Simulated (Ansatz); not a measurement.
Born–Oppenheimer molecular dynamics of a periodic cell of 16 atoms, Na (start crystal Na, start structure bcc, volume 1.15 times the crystal's). It starts from a structure without forces on its atoms.

Level of theory: DFT PBE, scalar-relativistic, plane waves, PAW (Ansatz 0.2.0). Settings: accuracy low, cutoff 420 eV, k mesh 1x1x1, fermi-dirac smearing 0.11 eV, no spin polarisation.

```
ensemble                      : NVE (velocity Verlet)
time step                     : 3 fs
steps asked                   : 300
starting velocities drawn for : 2600 K
seed                          : 795322
```

First frame:

```xyz
16
Lattice="8.8635 0.0000 0.0000 0.0000 8.8635 0.0000 0.0000 0.0000 8.8635" Properties=species:S:1:pos:R:3
Na 0.000 0.000 0.000
Na 4.432 0.000 0.000
Na 0.000 4.432 0.000
Na 0.000 0.000 4.432
Na 2.216 2.216 2.216
Na 4.432 4.432 0.000
Na 4.432 0.000 4.432
Na 6.648 2.216 2.216
Na 0.000 4.432 4.432
Na 2.216 6.648 2.216
Na 2.216 2.216 6.648
Na 4.432 4.432 4.432
Na 6.648 6.648 2.216
Na 6.648 2.216 6.648
Na 2.216 6.648 6.648
Na 6.648 6.648 6.648
```

Q: What does the run give?

A: The run went to its last step.

```
steps done                                               : 300
time covered                                             : 900 fs
mean temperature over the second half                    : 1164 K
spread of the potential energy over the second half      : 20.4 meV per atom
mean potential energy of the second half above the start : 174.1 meV per atom
```

The conserved energy stayed within 0.19 meV per atom of its start (net change 0.057 meV per atom), so the integration is sound. The temperature averaged 0.45 of the 2600 K drawn at the start: a run that starts near a minimum puts about half its kinetic energy into the potential. A run of 0.9 ps of so small a system gives no equilibrium averages. Limits of this set-up: coarse k mesh, low accuracy level.

Q: What happens to the structure?

A: Mean squared displacements from the first frame to the last, about the centre of mass: Na 10.96 Å². Another seed would give other details.

Q: How do temperature and energy run in time?

A: 
```tsv
time (fs)	T (K)	potential energy less start (eV)	conserved less start (meV/atom)
0.0	2600	0.000	0.00
30.0	2098	0.972	-0.05
60.0	1096	2.918	0.19
90.0	1408	2.311	-0.01
120.0	1406	2.316	0.05
150.0	1298	2.526	0.07
180.0	1290	2.542	0.06
210.0	1424	2.280	0.02
240.0	1430	2.269	0.02
270.0	1268	2.583	0.08
300.0	1316	2.490	0.04
330.0	1244	2.629	0.05
360.0	1129	2.853	0.04
390.0	1100	2.910	0.07
420.0	1423	2.282	0.00
450.0	1408	2.313	0.06
480.0	1440	2.250	0.02
510.0	1300	2.521	0.06
540.0	1163	2.788	0.05
570.0	1123	2.865	0.06
600.0	1103	2.902	0.03
630.0	955	3.191	0.05
660.0	896	3.304	0.07
690.0	1078	2.952	0.06
720.0	1339	2.446	0.02
750.0	1182	2.750	-0.01
780.0	833	3.427	0.11
810.0	1142	2.827	0.01
840.0	1257	2.605	0.05
870.0	1350	2.424	0.00
900.0	1143	2.826	0.06
```

Run time: 7.5 min on 1 thread of Intel(R) Xeon(R) 6975P-C (Granite Rapids), on a shared host, peak memory 0.7 GiB.
